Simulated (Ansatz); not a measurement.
# C₂H₃GaS: one species, many methods

One table from this session's results is given with a row withheld; the runs are named, their logs left out.

Computed with Ansatz 0.2.0, Gaussian basis. Level: functionals in def2-TZVPP, the program's frozen cores in correlated methods.

Plan: LDA (SPW92), PBE-D4, revPBE-D4, BLYP-D4, r2SCAN-D4, B97M-V, PBE0-D4, B3LYP-D4, r2SCANh-D4, r2SCAN0-D4, HSE06-D4, BHLYP-D4, CAM-B3LYP-D4, LC-ωPBE, ωB97X-V, ωB97M-V, B2PLYP, PBE-QIDH; CCSD(T)/def2-SVP; CCSD(T)/def2-TZVPP; MP2/def2-QZVPP; extrapolation to the limit; RPA on PBE.

## The relaxed structure

An earlier PBE0-D4 in a triple-zeta def2 set relaxation fixed the geometry.

SMILES `C#[C][GaH][SH]`, 7 atoms, charge 0, spin multiplicity 1.

Atoms are counted from 1 here; the program's logs count them from 0.

Bond lengths: C1–C2 1.208 Å, C1–H5 1.067 Å, C2–Ga3 1.908 Å, Ga3–S4 2.192 Å, Ga3–H6 1.551 Å, S4–H7 1.343 Å. Angles: C2–C1–H5 179.8°, C1–C2–Ga3 179.4°, C2–Ga3–S4 116.6°, C2–Ga3–H6 124.5°, S4–Ga3–H6 119.0°, Ga3–S4–H7 93.9°.

The first run:

The input, in.yaml:

```yaml
crystal:
  periodic: [false, false, false]
  atoms:
    - {symbol: C, position_ang: [-1.807688, -0.921790, -0.516561]}
    - {symbol: C, position_ang: [-0.857929, -0.430517, 0.046525]}
    - {symbol: Ga, position_ang: [0.650279, 0.349429, 0.917680]}
    - {symbol: S, position_ang: [2.241645, 1.118260, -0.379137]}
    - {symbol: H, position_ang: [-2.647297, -1.356019, -1.010487]}
    - {symbol: H, position_ang: [0.810766, 0.467812, 2.455392]}
    - {symbol: H, position_ang: [1.610224, 0.772814, -1.513402]}
basis:
  gaussian: {orbitals: def2-TZVPP}
hamiltonian: {xc: lda}
output: {orbitals: {seedname: orbitals}}
```

On the command line:

```
ansatz run in.yaml --threads 2 --pin off --events-out ev --progress --plain --max-ram 4352MiB
```

Steps of the session up to this table: LDA; PBE-D4 (GGA); revPBE-D4 (GGA); BLYP-D4 (GGA); r2SCAN-D4 (meta-GGA); B97M-V (meta-GGA); PBE0-D4 (hybrid); B3LYP-D4 (hybrid); r2SCANh-D4 (hybrid); r2SCAN0-D4 (hybrid); HSE06-D4 (hybrid); BHLYP-D4 (hybrid); CAM-B3LYP-D4 (range-separated); LC-ωPBE (range-separated); ωB97X-V (range-separated); ωB97M-V (range-separated); B2PLYP (double hybrid); PBE-QIDH (double hybrid).

One table of the session follows, with a row left open; its other results are not shown here.

It belongs to the step «Frontier levels by functional». 

| functional | HOMO (eV) | LUMO (eV) | gap (eV) |
| --- | --- | --- | --- |
| LDA (SPW92) | -6.74 | -2.77 | 3.97 |
| PBE-D4 | -6.58 | -2.50 | 4.09 |
| revPBE-D4 | -6.52 | -2.38 | 4.14 |
| BLYP-D4 | -6.41 | -2.40 | 4.01 |
| r2SCAN-D4 | -6.85 | -2.30 | 4.55 |
| B97M-V | -6.89 | -2.38 | 4.51 |
| PBE0-D4 | -7.74 | -1.72 | 6.02 |
| B3LYP-D4 | -7.49 | -1.95 | 5.54 |
| r2SCANh-D4 | -7.27 | -2.01 | 5.26 |
| r2SCAN0-D4 | -7.92 | -1.60 | 6.32 |
| HSE06-D4 | -7.34 | -2.08 | 5.26 |
| BHLYP-D4 | -8.75 | -0.92 | 7.83 |
| CAM-B3LYP-D4 | -9.03 | -0.79 | 8.24 |
| LC-ωPBE | -10.44 | 0.32 | 10.76 |
| ωB97X-V | ? | ? | ? |
| ωB97M-V | -9.90 | 0.06 | 9.96 |

Estimate the missing values for ωB97X-V.

As computed: HOMO (eV): -10.07; LUMO (eV): 0.22; gap (eV): 10.28. In the column «HOMO (eV)» it lies between LC-ωPBE (-10.44) and ωB97M-V (-9.90).
